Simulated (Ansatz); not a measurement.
**C3H8AlCl: a ladder of functionals and wavefunction methods**

How much do the methods differ for C3H8AlCl? The plan is to run it at one geometry with functionals of several rungs and with coupled cluster. The yardstick is the atomisation energy at the CCSD(T) limit.

Computed with Ansatz 0.2.0, Gaussian basis. Level: functionals in def2-TZVPP, the program's frozen cores in correlated methods.

Plan: PBE-D4, r2SCAN-D4, PBE0-D4, B3LYP-D4, ωB97X-V, ωB97M-V, B2PLYP; CCSD(T)/def2-TZVPP; MP2/def2-QZVPP; extrapolation to the limit.

## Step 1: The geometry

The geometry comes from an earlier relaxation with PBE0-D4 in a triple-zeta def2 set; it is a stationary point, not always the lowest conformer.

SMILES `[CH3][Al]([CH3])[CH2]Cl`, 13 atoms, charge 0, spin multiplicity 1.

Atoms are counted from 1 here; the program's logs count them from 0.

Bond lengths: C1–Al2 1.952 Å, C1–H6 1.093 Å, C1–H7 1.094 Å, C1–H8 1.096 Å, Al2–C3 1.952 Å, Al2–C4 1.969 Å, C3–H9 1.096 Å, C3–H10 1.093 Å, C3–H11 1.094 Å, C4–Cl5 1.854 Å, C4–H12 1.088 Å, C4–H13 1.088 Å. Angles: Al2–C1–H6 112.1°, Al2–C1–H7 111.9°, Al2–C1–H8 110.7°, H6–C1–H7 107.9°, H6–C1–H8 107.3°, H7–C1–H8 106.7°, C1–Al2–C3 124.5°, C1–Al2–C4 117.7°, C3–Al2–C4 117.7°, Al2–C3–H9 110.7°, Al2–C3–H10 112.1°, Al2–C3–H11 111.9°, H9–C3–H10 107.3°, H9–C3–H11 106.7°, H10–C3–H11 107.9°, Al2–C4–Cl5 81.6°, Al2–C4–H12 122.3°, Al2–C4–H13 122.3° and more.

Geometry (Å):

```xyz
13
C3H8AlCl
C    -1.70269   -0.74643    0.64581
Al   -0.00734   -0.06361   -0.03923
C     1.71759   -0.94577    0.19757
C    -0.05480    1.57387   -1.13121
Cl    0.20778    2.35989    0.52691
H    -2.48333    0.01874    0.64811
H    -1.60570   -1.12989    1.66552
H    -2.06346   -1.57739    0.02936
H     1.81308   -1.79937   -0.48276
H     2.55464   -0.27307   -0.00659
H     1.84051   -1.33617    1.21179
H     0.78822    1.89064   -1.74106
H    -0.98408    1.99386   -1.50933
```

## Step 2: PBE-D4 (GGA)

in.yaml

```yaml
crystal:
  periodic: [false, false, false]
  atoms:
    - {symbol: C, position_ang: [-1.702690, -0.746433, 0.645807]}
    - {symbol: Al, position_ang: [-0.007345, -0.063606, -0.039226]}
    - {symbol: C, position_ang: [1.717590, -0.945773, 0.197566]}
    - {symbol: C, position_ang: [-0.054797, 1.573868, -1.131207]}
    - {symbol: Cl, position_ang: [0.207780, 2.359892, 0.526913]}
    - {symbol: H, position_ang: [-2.483332, 0.018741, 0.648112]}
    - {symbol: H, position_ang: [-1.605702, -1.129891, 1.665515]}
    - {symbol: H, position_ang: [-2.063461, -1.577390, 0.029365]}
    - {symbol: H, position_ang: [1.813076, -1.799372, -0.482761]}
    - {symbol: H, position_ang: [2.554642, -0.273067, -0.006590]}
    - {symbol: H, position_ang: [1.840505, -1.336169, 1.211787]}
    - {symbol: H, position_ang: [0.788216, 1.890644, -1.741058]}
    - {symbol: H, position_ang: [-0.984081, 1.993857, -1.509325]}
basis:
  gaussian: {orbitals: def2-TZVPP}
hamiltonian: {xc: pbe, dispersion: d4}
output: {forces: true, orbitals: {seedname: orbitals}}
```

Run with:

```
$ ansatz run in.yaml --threads 4 --pin off --events-out ev --progress --plain --max-ram 10444MiB
```

After this run come: r2SCAN-D4 (meta-GGA); PBE0-D4 (hybrid); B3LYP-D4 (hybrid); ωB97X-V (range-separated); ωB97M-V (range-separated); B2PLYP (double hybrid); CCSD(T) in def2-TZVPP; MP2 in def2-QZVPP.

Before running them: what should the planned runs give, taken together? Wanted: atomisation energy, CCSD(T)/CBS; farthest; mean size of error, hybrid; mean size of error, range-separated; gap, smallest and largest; T1 diagnostic; triples share of the correlation energy.

**Answer**, as computed:

| quantity | value |
| --- | --- |
| atomisation energy, CCSD(T)/CBS | 4638.9 kJ/mol |
| functionals within 23.2 kJ/mol (0.5 %) | r2SCAN-D4, PBE0-D4, B3LYP-D4, ωB97X-V, ωB97M-V |
| farthest | PBE-D4 (+59.1 kJ/mol) |
| mean size of error, hybrid | 11.7 kJ/mol |
| mean size of error, range-separated | 10.9 kJ/mol |
| gap, smallest and largest | 5.11 eV (PBE-D4), 11.68 eV (ωB97X-V) |
| T1 diagnostic | 0.0099 |
| triples share of the correlation energy | 3.9 % |

**Reading.** PBE-D4 misses by +59.1 kJ/mol. Double hybrids carry the basis error of their MP2 part in triple zeta, and no dispersion term here, so their miss is partly the set-up's. Misses under about 23.2 kJ/mol are within the doubt on the reference itself, which lacks core-valence correlation, relativity and higher excitations. Hartree-Fock recovers 75 % of the binding; the rest is correlation. The gap grows from 5.1 to 11.7 eV across the functionals, mostly with the share of exact exchange.
